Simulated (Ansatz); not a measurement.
# MoS2: the cost of one run

Method: DFT LDA, plane waves, PAW, scalar-relativistic, no spin polarisation, in Ansatz 0.2.0.

The COD entry's cell or inner coordinates are ideal or old and differ from later refinements, so a difference from it is no clean test against experiment.

**1. The system as given**

The cell holds 12 atoms (Mo4S8): a = 7.127 Å, b = 7.127 Å, c = 7.127 Å, α = 52.83°, β = 52.83°, γ = 52.83°.

Coordinates:

```xyz
12
Lattice="-3.1710 -1.8308 6.1150 3.1710 -1.8308 6.1150 0.0000 3.6616 6.1150" Properties=species:S:1:pos:R:3 pbc="T T T"
Mo    0.0000    0.0000    0.0000
S     0.0000    0.0000   13.7587
S     0.0000    0.0000    4.5862
Mo    0.0000   -1.8308    6.1150
S     0.0000    1.8308    7.6437
S     0.0000   -1.8308   10.7012
Mo   -1.5855    0.9154    6.1150
S     1.5855   -0.9154    7.6437
S    -1.5855    0.9154   10.7012
Mo    1.5855    0.9154    6.1150
S    -1.5855   -0.9154    7.6437
S     1.5855    0.9154   10.7012
```

**2. Run 1**

180 steps of 1.5 fs under a Langevin thermostat at 4200 K.

The input, input.yaml:

```yaml
crystal:
  lattice:
    - [-3.171, -1.830778, 6.114997]
    - [3.171, -1.830778, 6.114997]
    - [0.0, 3.661555, 6.114997]
  atoms:
    - { symbol: Mo, position: [0.0, 0.0, 0.0] }
    - { symbol: S, position: [0.75, 0.75, 0.75] }
    - { symbol: S, position: [0.25, 0.25, 0.25] }
    - { symbol: Mo, position: [0.5, 0.5, 0.0] }
    - { symbol: S, position: [0.25, 0.25, 0.75] }
    - { symbol: S, position: [0.75, 0.75, 0.25] }
    - { symbol: Mo, position: [0.5, 0.0, 0.5] }
    - { symbol: S, position: [0.25, 0.75, 0.25] }
    - { symbol: S, position: [0.75, 0.25, 0.75] }
    - { symbol: Mo, position: [0.0, 0.5, 0.5] }
    - { symbol: S, position: [0.75, 0.25, 0.25] }
    - { symbol: S, position: [0.25, 0.75, 0.75] }
basis:
  ecutwfc: 420.0
kpoints:
  mp_grid: { grid: [3, 3, 3] }
hamiltonian:
  xc: lda
  pseudopotentials: { kind: paw, azcp: { folder: soft_1 } }
scf:
  occupations: { method: fermi_dirac, width: 0.36 }
  lower_state_search: "off"
md:
  timestep: 1.5
  n_steps: 180
  ensemble: nvt_langevin
  temperature: 4200.0
  initial_velocities: maxwell_boltzmann
  seed: 407084
  friction: 0.02
```

Launch:

```bash
> ansatz run input.yaml --threads 2 --pin off --max-ram 5120MiB --backend cpu --events-out ev --progress --plain --runs-dir out
```

**Question.** How long does this run take on 2 threads of Arm Neoverse V1, shared host, and how much memory does it need?

About 27 min, with a peak of 0.61 GiB.
